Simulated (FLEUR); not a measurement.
A run of FLEUR MaX-R8.1 (later development tree) is set up as follows.

The input inp.xml:

```xml
<?xml version="1.0" encoding="UTF-8" standalone="no"?>
<fleurInput fleurInputVersion="0.39">
   <comment>
      Bi2Te3                                                                                              
   </comment>
   <calculationSetup>
      <cutoffs Kmax="4.1" Gmax="12.7" GmaxXC="12.7" numbands="0"/>
      <scfLoop itmax="60" minDistance="0.00001" maxIterBroyd="15" imix="Anderson" alpha="0.05" precondParam="0.0" spinf="2.0" sdNocoIR="T"/>
      <coreElectrons ctail="T" frcor="F" kcrel="0" coretail_lmax="0"/>
      <xcFunctional name="PBEs" relativisticCorrections="F"/>
      <magnetism jspins="1"/>
      <soc l_soc="F" theta="0.0" phi="0.0" spav="F"/>
      <expertModes spex="0" secvar="F"/>
      <geometryOptimization l_f="F" forcealpha="1.0" forcemix="BFGS" epsdisp="0.00001" epsforce="0.00001"/>
      <ldaU l_linMix="F" mixParam="0.05" spinf="1.0"/>
   </calculationSetup>
   <cell>
      <bzIntegration valenceElectrons="108.0" mode="hist" fermiSmearingEnergy="0.00183747">
         <kPointListSelection listName="default-1"/>
         <!-- k-points included here -->
         <xi:include xmlns:xi="http://www.w3.org/2001/XInclude" href="kpts.xml"> </xi:include>
      </bzIntegration>
      <!-- symmetry operations included here -->
      <xi:include xmlns:xi="http://www.w3.org/2001/XInclude" href="sym.xml"> </xi:include>
      <bulkLattice scale="1.0">
         <bravaisMatrix>
            <row-1>    4.1441693912478001     2.3926373135422483    19.2103258740383893</row-1>
            <row-2>   -4.1441693912478001     2.3926373135422483    19.2103258740383893</row-2>
            <row-3>    0.0000000000000000    -4.7852746272734690    19.2103258740383893</row-3>
         </bravaisMatrix>
      </bulkLattice>
   </cell>
   <atomSpecies>
      <species name="Bismuth (Bi)" element="Bi" atomicNumber="83">
         <mtSphere radius="2.66" gridPoints="879" logIncrement="0.015"/>
         <atomicCutoffs lmax="10" lnonsphr="10"/>
         <electronConfig flipSpins="F">
            <coreConfig>(1s1/2) (2s1/2) (2p1/2) (2p3/2) (3s1/2) (3p1/2) (3p3/2) (4s1/2) (3d3/2) (3d5/2) (4p1/2) (4p3/2) (5s1/2) (4d3/2) (4d5/2) (4f5/2) (4f7/2)</coreConfig>
            <valenceConfig>(5p1/2) (5p3/2) (6s1/2) (5d3/2) (5d5/2) (6p1/2) (6p3/2)</valenceConfig>
            <stateOccupation state="(6p1/2)" spinUp="0.500000" spinDown="0.500000"/>
            <stateOccupation state="(6p3/2)" spinUp="1.000000" spinDown="1.000000"/>
         </electronConfig>
         <energyParameters s="6" p="6" d="5" f="5"/>
         <lo type="SCLO" l="1" n="5" eDeriv="0"/>
         <lo type="SCLO" l="1" n="5" eDeriv="1"/>
         <lo type="SCLO" l="0" n="6" eDeriv="2"/>
         <lo type="SCLO" l="2" n="5" eDeriv="2"/>
         <lo type="SCLO" l="3" n="5" eDeriv="2"/>
      </species>
      <species name="Tellurium (Te)" element="Te" atomicNumber="52">
         <mtSphere radius="2.55" gridPoints="843" logIncrement="0.015"/>
         <atomicCutoffs lmax="10" lnonsphr="10"/>
         <electronConfig flipSpins="F">
            <coreConfig>(1s1/2) (2s1/2) (2p1/2) (2p3/2) (3s1/2) (3p1/2) (3p3/2) (4s1/2) (3d3/2) (3d5/2)</coreConfig>
            <valenceConfig>(4p1/2) (4p3/2) (5s1/2) (4d3/2) (4d5/2) (5p1/2) (5p3/2)</valenceConfig>
            <stateOccupation state="(5p1/2)" spinUp="0.666667" spinDown="0.666667"/>
            <stateOccupation state="(5p3/2)" spinUp="1.333333" spinDown="1.333333"/>
         </electronConfig>
         <energyParameters s="5" p="5" d="5" f="4"/>
         <lo type="SCLO" l="1" n="4" eDeriv="0"/>
         <lo type="SCLO" l="1" n="4" eDeriv="1"/>
         <lo type="SCLO" l="2" n="4" eDeriv="0"/>
         <lo type="SCLO" l="2" n="4" eDeriv="1"/>
         <lo type="SCLO" l="0" n="5" eDeriv="2"/>
         <lo type="SCLO" l="3" n="4" eDeriv="2"/>
      </species>
   </atomSpecies>
   <atomGroups>
      <atomGroup species="Bismuth (Bi)">
         <relPos label="                   1">-2.000/5.000 -2.000/5.000 -2.000/5.000</relPos>
         <relPos label="                   2">2.000/5.000 2.000/5.000 2.000/5.000</relPos>
         <force calculate="T" relaxXYZ="TTT"/>
      </atomGroup>
      <atomGroup species="Tellurium (Te)">
         <relPos label="                   3">-.2095000000 -.2095000000 -.2095000000</relPos>
         <relPos label="                   4">.2095000000 .2095000000 .2095000000</relPos>
         <force calculate="T" relaxXYZ="TTT"/>
      </atomGroup>
      <atomGroup species="Tellurium (Te)">
         <relPos label="                   5">.0000000000 .0000000000 .0000000000</relPos>
         <force calculate="T" relaxXYZ="TTT"/>
      </atomGroup>
   </atomGroups>
   <output dos="F" band="F" slice="F">
      <checks vchk="F" cdinf="F"/>
      <bandDOS minEnergy="-.5*Htr" maxEnergy="0.5*Htr" sigma="0.015" storeEVData="T"/>
      <vacuumDOS vacdos="F" integ="F" star="F" nstars="0" locx1="0.0" locy1="0.0" locx2="0.0" locy2="0.0" nstm="0" tworkf="0.0"/>
      <unfoldingBand unfoldBand="F" supercellX="1" supercellY="1" supercellZ="1"/>
      <plotting iplot="0" polar="F">
         <plot TwoD="T" vec1="  1.0  0.0  0.0" vec2="  0.0  1.0  0.0" vec3="  0.0  0.0  1.0" zero="  0.0  0.0  0.0" file="plot"/>
      </plotting>
      <chargeDensitySlicing numkpt="0" minEigenval="0.0" maxEigenval="0.0" nnne="0" pallst="F"/>
      <specialOutput eonly="F"/>
      <moessbauerParams electricFieldGradient="T" isomerShift="T" coreHyperfine="T" valenceHyperfine="T"/>
      <magneticCircularDichroism mcd="F" energyLo="-10.0" energyUp="0.0"/>
   </output>
  <!-- We include the file relax.xml here to enable relaxations (see documentation) -->
  <xi:include xmlns:xi="http://www.w3.org/2001/XInclude" href="relax.xml"> <xi:fallback/> </xi:include>
</fleurInput>
```

File crystal.txt:

```
Bi2Te3
&input cartesian=F /
2.1930000000  1.2661291403  10.1656666667
-2.1930000000  1.2661291403  10.1656666667
0.0000000000  -2.5322582807  10.1656666667
1.8897261246
1.0 1.0 1.0

5
83 0.6000000000  0.6000000000  0.6000000000
83 0.4000000000  0.4000000000  0.4000000000
52 0.7905000000  0.7905000000  0.7905000000
52 0.2095000000  0.2095000000  0.2095000000
52 0.0000000000  0.0000000000  0.0000000000

&kpt div1=7 div2=7 div3=7 gamma=T /
```

inp.xml (bands)

```
<?xml version="1.0" encoding="UTF-8" standalone="no"?>
<fleurInput fleurInputVersion="0.39">
   <comment>
      Bi2Te3                                                                                              
   </comment>
   <calculationSetup>
      <cutoffs Kmax="4.1" Gmax="12.7" GmaxXC="12.7" numbands="0"/>
      <scfLoop itmax="60" minDistance="0.00001" maxIterBroyd="15" imix="Anderson" alpha="0.05" precondParam="0.0" spinf="2.0" sdNocoIR="T"/>
      <coreElectrons ctail="T" frcor="F" kcrel="0" coretail_lmax="0"/>
      <xcFunctional name="PBEs" relativisticCorrections="F"/>
      <magnetism jspins="1"/>
      <soc l_soc="F" theta="0.0" phi="0.0" spav="F"/>
      <expertModes spex="0" secvar="F"/>
      <geometryOptimization l_f="F" forcealpha="1.0" forcemix="BFGS" epsdisp="0.00001" epsforce="0.00001"/>
      <ldaU l_linMix="F" mixParam="0.05" spinf="1.0"/>
   </calculationSetup>
   <cell>
      <bzIntegration valenceElectrons="108.0" mode="hist" fermiSmearingEnergy="0.00183747">
         <kPointListSelection listName="path-1"/>
         <!-- k-points included here -->
         <xi:include xmlns:xi="http://www.w3.org/2001/XInclude" href="kpts.xml"> </xi:include>
      </bzIntegration>
      <!-- symmetry operations included here -->
      <xi:include xmlns:xi="http://www.w3.org/2001/XInclude" href="sym.xml"> </xi:include>
      <bulkLattice scale="1.0">
         <bravaisMatrix>
            <row-1>    4.1441693912478001     2.3926373135422483    19.2103258740383893</row-1>
            <row-2>   -4.1441693912478001     2.3926373135422483    19.2103258740383893</row-2>
            <row-3>    0.0000000000000000    -4.7852746272734690    19.2103258740383893</row-3>
         </bravaisMatrix>
      </bulkLattice>
   </cell>
   <atomSpecies>
      <species name="Bismuth (Bi)" element="Bi" atomicNumber="83">
         <mtSphere radius="2.66" gridPoints="879" logIncrement="0.015"/>
         <atomicCutoffs lmax="10" lnonsphr="10"/>
         <electronConfig flipSpins="F">
            <coreConfig>(1s1/2) (2s1/2) (2p1/2) (2p3/2) (3s1/2) (3p1/2) (3p3/2) (4s1/2) (3d3/2) (3d5/2) (4p1/2) (4p3/2) (5s1/2) (4d3/2) (4d5/2) (4f5/2) (4f7/2)</coreConfig>
            <valenceConfig>(5p1/2) (5p3/2) (6s1/2) (5d3/2) (5d5/2) (6p1/2) (6p3/2)</valenceConfig>
            <stateOccupation state="(6p1/2)" spinUp="0.500000" spinDown="0.500000"/>
            <stateOccupation state="(6p3/2)" spinUp="1.000000" spinDown="1.000000"/>
         </electronConfig>
         <energyParameters s="6" p="6" d="5" f="5"/>
         <lo type="SCLO" l="1" n="5" eDeriv="0"/>
         <lo type="SCLO" l="1" n="5" eDeriv="1"/>
         <lo type="SCLO" l="0" n="6" eDeriv="2"/>
         <lo type="SCLO" l="2" n="5" eDeriv="2"/>
         <lo type="SCLO" l="3" n="5" eDeriv="2"/>
      </species>
      <species name="Tellurium (Te)" element="Te" atomicNumber="52">
         <mtSphere radius="2.55" gridPoints="843" logIncrement="0.015"/>
         <atomicCutoffs lmax="10" lnonsphr="10"/>
         <electronConfig flipSpins="F">
            <coreConfig>(1s1/2) (2s1/2) (2p1/2) (2p3/2) (3s1/2) (3p1/2) (3p3/2) (4s1/2) (3d3/2) (3d5/2)</coreConfig>
            <valenceConfig>(4p1/2) (4p3/2) (5s1/2) (4d3/2) (4d5/2) (5p1/2) (5p3/2)</valenceConfig>
            <stateOccupation state="(5p1/2)" spinUp="0.666667" spinDown="0.666667"/>
            <stateOccupation state="(5p3/2)" spinUp="1.333333" spinDown="1.333333"/>
         </electronConfig>
         <energyParameters s="5" p="5" d="5" f="4"/>
         <lo type="SCLO" l="1" n="4" eDeriv="0"/>
         <lo type="SCLO" l="1" n="4" eDeriv="1"/>
         <lo type="SCLO" l="2" n="4" eDeriv="0"/>
         <lo type="SCLO" l="2" n="4" eDeriv="1"/>
         <lo type="SCLO" l="0" n="5" eDeriv="2"/>
         <lo type="SCLO" l="3" n="4" eDeriv="2"/>
      </species>
   </atomSpecies>
   <atomGroups>
      <atomGroup species="Bismuth (Bi)">
         <relPos label="                   1">-2.000/5.000 -2.000/5.000 -2.000/5.000</relPos>
         <relPos label="                   2">2.000/5.000 2.000/5.000 2.000/5.000</relPos>
         <force calculate="T" relaxXYZ="TTT"/>
      </atomGroup>
      <atomGroup species="Tellurium (Te)">
         <relPos label="                   3">-.2095000000 -.2095000000 -.2095000000</relPos>
         <relPos label="                   4">.2095000000 .2095000000 .2095000000</relPos>
         <force calculate="T" relaxXYZ="TTT"/>
      </atomGroup>
      <atomGroup species="Tellurium (Te)">
         <relPos label="                   5">.0000000000 .0000000000 .0000000000</relPos>
         <force calculate="T" relaxXYZ="TTT"/>
      </atomGroup>
   </atomGroups>
   <output dos="F" band="T" slice="F">
      <checks vchk="F" cdinf="F"/>
      <bandDOS minEnergy="-.5*Htr" maxEnergy="0.5*Htr" sigma="0.015" storeEVData="T"/>
      <vacuumDOS vacdos="F" integ="F" star="F" nstars="0" locx1="0.0" locy1="0.0" locx2="0.0" locy2="0.0" nstm="0" tworkf="0.0"/>
      <unfoldingBand unfoldBand="F" supercellX="1" supercellY="1" supercellZ="1"/>
      <plotting iplot="0" polar="F">
         <plot TwoD="T" vec1="  1.0  0.0  0.0" vec2="  0.0  1.0  0.0" vec3="  0.0  0.0  1.0" zero="  0.0  0.0  0.0" file="plot"/>
      </plotting>
      <chargeDensitySlicing numkpt="0" minEigenval="0.0" maxEigenval="0.0" nnne="0" pallst="F"/>
      <specialOutput eonly="F"/>
      <moessbauerParams electricFieldGradient="T" isomerShift="T" coreHyperfine="T" valenceHyperfine="T"/>
      <magneticCircularDichroism mcd="F" energyLo="-10.0" energyUp="0.0"/>
   </output>
  <!-- We include the file relax.xml here to enable relaxations (see documentation) -->
  <xi:include xmlns:xi="http://www.w3.org/2001/XInclude" href="relax.xml"> <xi:fallback/> </xi:include>
</fleurInput>
```

Potentials or basis: all-electron, FLAPW.

The run is started by

```bash
$ inpgen -f crystal.txt -profile fastHighL
$ # inp.xml edited to the form shown
$ mpirun -n 4 fleur_MPI -pe_per_kpt 1
$ mpirun -n 4 fleur_MPI -pe_per_kpt 1   # second run, on inp.xml (bands)
```

**Question.** Predict the band gap on the k mesh.

**Answer.** 0.24 eV, direct.

**Question.** What does it give for the band gap along the path?

**Answer.** 0.24 eV, direct.

Core levels (eV from the Fermi level):
| atom | levels |
| --- | --- |
| 1 Bi | 1s1/2 -90489.9, 2s1/2 -16241.6, 2p1/2 -15603.6, 2p3/2 -13284.6, 3s1/2 -3917.3, 3p1/2 -3629.4, 3p3/2 -3110.1, 4s1/2 -896.1, 3d3/2 -2638.9, 3d5/2 -2528.8, 4p1/2 -771.0, 4p3/2 -643.0, 5s1/2 -153.7, 4d3/2 -439.7, 4d5/2 -415.8, 4f5/2 -151.9, 4f7/2 -146.4 |
| 2 Bi | 1s1/2 -90489.9, 2s1/2 -16241.6, 2p1/2 -15603.6, 2p3/2 -13284.6, 3s1/2 -3917.3, 3p1/2 -3629.4, 3p3/2 -3110.1, 4s1/2 -896.1, 3d3/2 -2638.9, 3d5/2 -2528.8, 4p1/2 -771.0, 4p3/2 -643.0, 5s1/2 -153.7, 4d3/2 -439.7, 4d5/2 -415.8, 4f5/2 -151.9, 4f7/2 -146.4 |
| 3 Te | 1s1/2 -31586.9, 2s1/2 -4838.7, 2p1/2 -4533.8, 2p3/2 -4259.5, 3s1/2 -959.0, 3p1/2 -833.6, 3p3/2 -782.5, 4s1/2 -159.2, 3d3/2 -561.1, 3d5/2 -550.4 |
| 4 Te | 1s1/2 -31586.9, 2s1/2 -4838.7, 2p1/2 -4533.8, 2p3/2 -4259.5, 3s1/2 -959.0, 3p1/2 -833.6, 3p3/2 -782.5, 4s1/2 -159.2, 3d3/2 -561.1, 3d5/2 -550.4 |
| 5 Te | 1s1/2 -31586.7, 2s1/2 -4838.5, 2p1/2 -4533.6, 2p3/2 -4259.3, 3s1/2 -958.8, 3p1/2 -833.4, 3p3/2 -782.3, 4s1/2 -159.1, 3d3/2 -560.9, 3d5/2 -550.3 |

Caveat: spin-orbit coupling is left out, which as a rule narrows the gap of such compounds by several tenths of an eV.

**Measured values to compare with.**

“Vacancy and Antisite-Induced Ferromagnetism in Liquid-Phase Exfoliated Bi2Te3”, 2024, arxiv:2412.10539 quotes, for a bulk crystal of Bi2Te3: band gap 0.17 eV.

A measured gap of Bi2Te3 is 0.17 eV (quoted in “Vacancy and Antisite-Induced Ferromagnetism in Liquid-Phase Exfoliated Bi2Te3”, 2024, arxiv:2412.10539); the calculated 0.24 eV misses it by +0.07 eV. Spin-orbit coupling on Bi, Te is left out. The value is that of PBEsol, without temperature or zero-point motion.
